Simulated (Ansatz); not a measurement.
**Pd: a surface, (110), 5 layers**

What do the surfaces of Pd (110), 5 layers cost, and how tightly do they hold an electron? Methods of the runs shown: PAW. Its runs: bulk cell relaxed (PAW); bulk in the slab's orientation (PAW); the reference run (PAW); atoms relaxed (PAW); spin-orbit coupling on (PAW); vacuum of 11 Å (PAW); core holes in 3d of Pd (PAW).

Program: Ansatz 0.2.0. Level of theory: DFT PBEsol, with the methods named in each step. These are calculated values, not measurements.

### Step 1. The starting structure

It takes space group Fm-3m (No. 225, cubic). Conventional cell: a = 3.845 Å, b = 3.845 Å, c = 3.845 Å, α = 90.00°, β = 90.00°, γ = 90.00°. Pd (site symmetry m-3m) is surrounded by 12 Pd at 2.72 Å.

As a file:

```
CELL_PARAMETERS angstrom
0.00000 1.92245 1.92245
1.92245 0.00000 1.92245
1.92245 1.92245 0.00000
ATOMIC_POSITIONS crystal
Pd 0.00000 0.00000 0.00000
```

### Step 2. Bulk cell relaxed, PAW

Contents of input.yaml:

```yaml
crystal:
  lattice:
    - [0.0, 1.92244841, 1.92244841]
    - [1.92244841, 0.0, 1.92244841]
    - [1.92244841, 1.92244841, 0.0]
  atoms:
    - { symbol: Pd, position: [0.0, 0.0, 0.0] }
kpoints:
  mp_grid: { grid: [19, 19, 19] }
scf:
  occupations: { method: fermi_dirac, width: 0.05 }
hamiltonian:
  xc: pbesol
  pseudopotentials: { kind: paw }
output:
  forces: true
  stress: true
  write_density: true
  write_potential: true
  elf: true
  volumetric_format: npy
relax:
  f_tol: 0.005
  max_steps: 40
  cell: {}
```

Run with:

```sh
> ansatz run input.yaml --threads 2 --pin off --max-ram 4096MiB --backend cpu --events-out ev --progress --plain --runs-dir out
```

After this run come: Bulk in the slab's orientation, PAW; Slab as cut, PAW; Atoms relaxed, PAW; Spin-orbit coupling on, PAW; Vacuum of 11 Å, PAW; Core holes in 3d of Pd, PAW.

Q: Predict the outcome of this session. Wanted: surface energy; work function; outer layer spacing; core-level shifts among the layers.

The runs gave:

| quantity | value |
| --- | --- |
| surface energy (PAW, relaxed) | 1.99 J/m² |
| work function (PAW, relaxed) | 4.84 eV |
| outer layer spacing (PAW) | 1.37 → 1.24 Å |
| core-level shifts among the layers (PAW holes) | Pd1 +0.00, Pd2 +0.35, Pd3 +0.52 eV |

By PAW the surface costs 2.04 J/m² as cut and 1.99 J/m² relaxed. The outermost spacing changes by -9.5 % (PAW). Spin-orbit coupling on moves the work function by less than 0.01 eV (PAW). Vacuum of 11 Å moves the work function by less than 0.01 eV (PAW). Thickness wasn't converged, and no reconstruction was sought. The program warned that the vacuum holds more density than its bound, so energies and levels may be slightly off.
